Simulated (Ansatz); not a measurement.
# C₇H₉F₉O₄Si: small, medium and large basis sets

One table from this session's results is given with a row withheld; the runs are named, their logs left out.

The runs use Ansatz 0.2.0, Gaussian basis; one geometry, several basis sets.

Levels to be run: PBE0-D4/def2-SVP; ωB97M-V/def2-SVP; PBE0-D4/def2-QZVPP; ωB97M-V/def2-QZVPP; the functionals' def2-TZVPP values are taken from earlier runs.

### The relaxed structure

The geometry comes from an earlier relaxation with PBE0-D4 in a triple-zeta def2 set; it is a stationary point, not always the lowest conformer.

30 atoms, charge 0, spin multiplicity 1.

Atoms are counted from 1 here; the program's logs count them from 0.

Bond lengths: C1–O2 1.417 Å, C1–H22 1.093 Å, C1–H23 1.093 Å, C1–H24 1.090 Å, O2–Si3 1.610 Å, Si3–O4 1.622 Å, Si3–O10 1.631 Å, Si3–O16 1.630 Å, O4–C5 1.394 Å, C5–C6 1.513 Å, C5–H25 1.094 Å, C5–H26 1.095 Å, C6–F7 1.339 Å, C6–F8 1.336 Å, C6–F9 1.334 Å, O10–C11 1.396 Å, C11–C12 1.514 Å, C11–H27 1.093 Å and more. Angles: O2–C1–H22 110.5°, O2–C1–H23 111.1°, O2–C1–H24 107.9°, H22–C1–H23 109.3°, H22–C1–H24 108.9°, H23–C1–H24 109.1°, C1–O2–Si3 126.1°, O2–Si3–O4 107.2°, O2–Si3–O10 106.8°, O2–Si3–O16 117.2°, O4–Si3–O10 115.1°, O4–Si3–O16 105.8°, O10–Si3–O16 105.2°, Si3–O4–C5 127.4°, O4–C5–C6 109.0°, O4–C5–H25 110.8°, O4–C5–H26 112.5°, C6–C5–H25 107.8° and more.

The first run:

in.yaml

```yaml
crystal:
  periodic: [false, false, false]
  atoms:
    - {symbol: C, position_ang: [-1.280261, 2.312163, 1.230672]}
    - {symbol: O, position_ang: [-0.576395, 1.785047, 0.120117]}
    - {symbol: Si, position_ang: [-0.105943, 0.256860, -0.065560]}
    - {symbol: O, position_ang: [0.698004, -0.164072, 1.279230]}
    - {symbol: C, position_ang: [1.104475, -1.442831, 1.657920]}
    - {symbol: C, position_ang: [0.964588, -1.581101, 3.158200]}
    - {symbol: F, position_ang: [1.364927, -2.802615, 3.533902]}
    - {symbol: F, position_ang: [-0.300871, -1.424722, 3.555485]}
    - {symbol: F, position_ang: [1.705563, -0.687148, 3.814942]}
    - {symbol: O, position_ang: [0.768274, 0.196916, -1.440962]}
    - {symbol: C, position_ang: [1.716072, 1.130347, -1.863583]}
    - {symbol: C, position_ang: [3.115254, 0.581511, -1.677945]}
    - {symbol: F, position_ang: [4.012439, 1.475269, -2.107335]}
    - {symbol: F, position_ang: [3.302620, -0.549846, -2.360835]}
    - {symbol: F, position_ang: [3.379830, 0.319880, -0.392565]}
    - {symbol: O, position_ang: [-1.273948, -0.863940, -0.253470]}
    - {symbol: C, position_ang: [-1.976253, -1.181067, -1.415534]}
    - {symbol: C, position_ang: [-3.305768, -0.456703, -1.461972]}
    - {symbol: F, position_ang: [-3.974283, -0.814350, -2.564480]}
    - {symbol: F, position_ang: [-4.069739, -0.742108, -0.406557]}
    - {symbol: F, position_ang: [-3.145672, 0.871079, -1.492847]}
    - {symbol: H, position_ang: [-2.320357, 1.976564, 1.218603]}
    - {symbol: H, position_ang: [-0.813734, 2.009891, 2.171710]}
    - {symbol: H, position_ang: [-1.259243, 3.399334, 1.154763]}
    - {symbol: H, position_ang: [2.155482, -1.608525, 1.403659]}
    - {symbol: H, position_ang: [0.495182, -2.228729, 1.200666]}
    - {symbol: H, position_ang: [1.581954, 1.331560, -2.929298]}
    - {symbol: H, position_ang: [1.649011, 2.075999, -1.317413]}
    - {symbol: H, position_ang: [-1.422651, -0.921834, -2.323110]}
    - {symbol: H, position_ang: [-2.188547, -2.252812, -1.426403]}
basis:
  gaussian: {orbitals: def2-SVP}
hamiltonian: {xc: pbe0, dispersion: d4}
output: {orbitals: {seedname: orbitals}}
```

The run is started by

```bash
ansatz run in.yaml --threads 11 --pin off --events-out ev --progress --plain --max-ram 120832MiB --backend cuda --devices 0, --max-vram 75GiB
```

Among the steps run: PBE0-D4 in def2-SVP; ωB97M-V in def2-SVP; PBE0-D4 in def2-QZVPP; ωB97M-V in def2-QZVPP.

One table of the session follows, with a row left open; its other results are not shown here.

It belongs to the step «Functionals by basis». 

```
functional       basis  HOMO (eV)  LUMO (eV)
   PBE0-D4    def2-SVP      -8.78       1.06
   PBE0-D4  def2-TZVPP      -8.90       0.56
   PBE0-D4  def2-QZVPP      -8.94       0.24
   ωB97M-V    def2-SVP          ?          ?
   ωB97M-V  def2-TZVPP     -11.32       2.15
   ωB97M-V  def2-QZVPP     -11.36       1.49
```

Estimate the missing values for ωB97M-V, def2-SVP.

**Answer.** HOMO (eV): -11.19; LUMO (eV): 2.87. In the column «HOMO (eV)» it lies between ωB97M-V, def2-TZVPP (-11.32) and PBE0-D4, def2-QZVPP (-8.94).
